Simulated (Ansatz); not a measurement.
# FeIr: the cost of one run

Method: DFT LDA, with the methods named in each step, in Ansatz 0.2.0.

**1. The system as given**

Symmetry: R-3m, No. 166, trigonal system. Conventional cell: a = 2.717 Å, b = 2.717 Å, c = 12.749 Å, α = 90.00°, β = 90.00°, γ = 120.00°. Fe (site symmetry -3m) has 6 Ir at 2.64 Å and 6 Fe at 2.72 Å as nearest neighbours. Around Ir (site symmetry -3m) lie 6 Fe at 2.64 Å and 6 Ir at 2.72 Å.

Coordinates:

```cif
data_structure
_symmetry_space_group_name_H-M 'R-3m:H'
_symmetry_Int_Tables_number 166
_cell_length_a 2.7169
_cell_length_b 2.7169
_cell_length_c 12.7493
_cell_angle_alpha 90.000
_cell_angle_beta 90.000
_cell_angle_gamma 120.000
_cell_volume 81.50
loop_
_atom_site_label
_atom_site_type_symbol
_atom_site_symmetry_multiplicity
_atom_site_Wyckoff_symbol
_atom_site_fract_x
_atom_site_fract_y
_atom_site_fract_z
_atom_site_occupancy
Fe1 Fe 3 a 0.00000 0.00000 0.00000 1
Ir1 Ir 3 b 0.66667 0.33333 0.83333 1
```

The file gives the conventional cell by its symmetry; the runs use the cell typed in the input.

Where an Elk run is restarted with further inputs, its INFO.OUT and LSJ.OUT are those of the last start.

Elk's input and logs are in atomic units (hartree, bohr).

Atoms are numbered in the order of the input: Fe1, Ir2.

**2. Collinear moments, PAW**

Input file input.yaml:

```yaml
crystal:
  lattice:
    - [1.3584259545, 0.7842875905, 4.2497758083]
    - [-1.3584259545, 0.7842875905, 4.2497758083]
    - [0.0, -1.568575181, 4.2497758083]
  atoms:
    - { symbol: Fe, position: [0.0, 0.0, 0.0], spin: 3.0 }
    - { symbol: Ir, position: [0.5, 0.5, 0.5], spin: 0.8 }
magnetization:
  spin_polarized: true
kpoints:
  mp_grid: { grid: [12, 12, 12] }
scf:
  occupations: { method: fermi_dirac, width: 0.05 }
  lower_state_search: "off"
hamiltonian:
  xc: lda
  pseudopotentials: { kind: paw }
output:
  forces: true
  stress: true
  eigenvalues: true
```

Launch:

```console
$ ansatz run input.yaml --threads 2 --pin off --max-ram 3072MiB --backend cpu --events-out ev --progress --plain --runs-dir out
```

Q: Estimate wall time and peak memory on 2 threads of Arm Neoverse V1, shared host.

About 13 s, with a peak of 0.44 GiB.
